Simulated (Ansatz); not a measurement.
# CSeS (SMILES S=C=[Se]): levels of theory compared

We compute a comparison of 6 runs (PBE0/STO-3G, SVWN5/STO-3G, UPBE0/STO-3G, r2SCAN/STO-3G, UMP2/STO-3G, CCSDT(Q)/STO-3G) of CSeS. 

The results are computed with Ansatz 0.2.0.

60 further runs of the same task are left out: 11 that didn't finish, 49 set aside as unsound or not needed.

### Step 1. The molecule

The species is CSeS (3 atoms), meant as a singlet with charge 0. As SMILES, `S=C=[Se]`. The Se3–C2 distance was set to 3.385 Å, away from the relaxed value. At this shape a bond of the SMILES string is far longer than usual.

Bond lengths: S1–C2 1.545 Å.

### Step 2. A single-point energy at PBE0/STO-3G (run 1)

input.yaml reads:

```yaml
basis:
  gaussian: {orbitals: STO-3G}
crystal:
  periodic: [false, false, false]
  atoms:
    - {symbol: S, position_ang: [2.351113, -2.045696, 1.042518]}
    - {symbol: C, position_ang: [1.245903, -1.084056, 0.552458]}
    - {symbol: Se, position_ang: [-1.175570, 1.022860, -0.521270]}
hamiltonian: {xc: {name: PBE0}}
accuracy: high
```

Command:

```sh
$ ansatz run input.yaml --threads 1 --pin off --max-ram 3480MiB --events-out events.jsonl --progress --plain --runs-dir runs
```

Output:

```text
Warning: RAYON_NUM_THREADS=1 ignored (pool sized by the plan → 1); use --threads N
Functional definition: PBE0
  name "PBE0"
  parameter a = 0.25
  parameter kappa = 0.804
  parameter beta = 0.06672455060314922
  exchange = (1 - a)*pbe_x(kappa = kappa, mu = beta*pi^2/3) + a*exact_x
  correlation = pbe_c(beta = beta)
431 factors; integrals over basis functions are off by at most 1.7e-8 eV
mean field evaluation 1: about -76344.1007 eV, gradient 1.4e1 eV
mean field evaluation 2: about -76208.9531 eV, gradient 6.0e1 eV
mean field evaluation 4: about -76328.8731 eV, gradient 5.5e1 eV
mean field evaluation 8: about -76345.8805 eV, gradient 3.4e-2 eV
mean field evaluation 16: about -76345.3895 eV, gradient 2.4e0 eV
mean field evaluation 32: about -76345.8588 eV, gradient 2.6e-1 eV
mean field -76345.85956623 eV, -2805.6585899768 hartree, gradient 3.3e-9 eV, S^2 0.000000; 5 other end points of the search recorded, 0 dependent functions left out
reference -76345.85956747 eV, -2805.6585900222 hartree; 28, 28 occupied and 4, 4 virtual orbitals, 431 factors
Total energy: -76345.85956747 eV, -2805.6585900222 hartree
```

It took 2.4 s on 1 thread of Arm Neoverse V2, shared host; peak memory 0.1 GiB.

### Step 3. The energy at SVWN5/STO-3G (run 2)

in.yaml reads:

```yaml
basis:
  gaussian:
    orbitals: STO-3G
crystal:
  periodic: [false, false, false]
  atoms:
    - {symbol: S, position_ang: [2.351113, -2.045696, 1.042518]}
    - {symbol: C, position_ang: [1.245903, -1.084056, 0.552458]}
    - {symbol: Se, position_ang: [-1.175570, 1.022860, -0.521270]}
hamiltonian:
  xc: {name: SVWN5}
accuracy: high
```

Command:

```sh
$ ansatz run in.yaml --threads 1 --pin off --max-ram 3480MiB --events-out events.jsonl --progress --plain --runs-dir runs
```

Output:

```text
Warning: RAYON_NUM_THREADS=1 ignored (pool sized by the plan → 1); use --threads N
Functional definition: SVWN5
  name "SVWN5"
  exchange = slater_x
  correlation = vwn5_c
431 factors; integrals over basis functions are off by at most 1.7e-8 eV
mean field evaluation 1: about -76207.0802 eV, gradient 2.7e1 eV
mean field evaluation 2: about -76168.9076 eV, gradient 3.7e1 eV
mean field evaluation 4: about -76066.5499 eV, gradient 4.4e1 eV
mean field evaluation 8: about -76209.5884 eV, gradient 1.9e-1 eV
mean field evaluation 16: about -76209.5566 eV, gradient 2.1e-8 eV
mean field evaluation 32: about -76209.4960 eV, gradient 2.4e0 eV
mean field -76209.55655532 eV, -2800.6495467153 hartree, gradient 2.1e-8 eV, S^2 0.000000; 5 other end points of the search recorded, 0 dependent functions left out
reference -76209.55655691 eV, -2800.6495467736 hartree; 28, 28 occupied and 4, 4 virtual orbitals, 431 factors
Total energy: -76209.55655691 eV, -2800.6495467736 hartree
```

Run time: 1.4 s. Hardware: 1 thread of Arm Neoverse V2, shared host; peak memory 0.093 GiB.

Runs 3 to 5 aren't shown in full; the table further down has their settings and results.

### Step 4. A single-point energy at CCSDT(Q)/STO-3G (run 6)

input.yaml reads:

```yaml
crystal:
  periodic: [false, false, false]
  atoms:
    - {symbol: S, position_ang: [2.351113, -2.045696, 1.042518]}
    - {symbol: C, position_ang: [1.245903, -1.084056, 0.552458]}
    - {symbol: Se, position_ang: [-1.175570, 1.022860, -0.521270]}
basis:
  gaussian: {orbitals: STO-3G}
correlation: {method: ccsdt_q, frozen_orbitals: {C: 1, S: 5, Se: 9}}
accuracy: high
scf: {omitted_lower_state_checks: [cluster_reference, increment]}
```

Command:

```sh
$ ansatz run input.yaml --threads 1 --pin off --max-ram 3480MiB --events-out events.jsonl --progress --plain --runs-dir runs
```

Output:

```text
Warning: RAYON_NUM_THREADS=1 ignored (pool sized by the plan → 1); use --threads N
[... 13 lines left out ...]
15 core orbitals not correlated: weight in the atoms' cores, before any rotation towards them, 1.000 or more for the frozen orbitals, at most 0.000 for the correlated occupied ones
[... 49 lines left out ...]
Total energy: -76302.83915000 eV, -2804.0776188404 hartree
Checks for a lower state left out: cluster_reference, increment
```

Wall time 1.6 s (1 thread of Arm Neoverse V2, shared host); peak memory 0.1 GiB.

### Step 5. Overview of the runs

| run | level | frozen core orbitals | energy (Eh) | wall time |
| --- | --- | --- | --- | --- |
| 1 | PBE0/STO-3G | – | -2805.658590 | 2.4 s |
| 2 | SVWN5/STO-3G | – | -2800.649547 | 1.4 s |
| 3 | UPBE0/STO-3G | – | -2805.705017 | 59 s |
| 4 | r2SCAN/STO-3G | – | -2806.095982 | 6 s |
| 5 | UMP2/STO-3G | 15 | -2804.095449 | 6.6 s |
| 6 | CCSDT(Q)/STO-3G | 15 | -2804.077619 | 1.6 s |

### Step 6. Outcome

| quantity | value |
| --- | --- |
| run 6: total energy | -2804.07762 Eh |
| run 6: correlation energy (15 core orbitals frozen) | -161.2 mEh |
| run 6: T1 diagnostic | 0.015 |

**Reading.** Totals of different functionals can't be ranked against each other. In run 6 the log says that unrestricted orbitals would lower the reference, so the values rest on an unstable closed-shell determinant (other closed-shell runs at this shape may share the fault). In runs 1, 2, 3, 4, 5, 6 the basis is minimal, so the values are rough. In runs 1, 2, 4 a closed-shell determinant meets a far-stretched bond, which it describes badly. Spin contamination of the reference: run 5 ⟨S²⟩ = 1.00, run 3 ⟨S²⟩ = 0.99. Where it is this large, the reference is a mixture of spin states, and values that rest on it are in doubt. All runs together took 77 s, the longest 59 s.
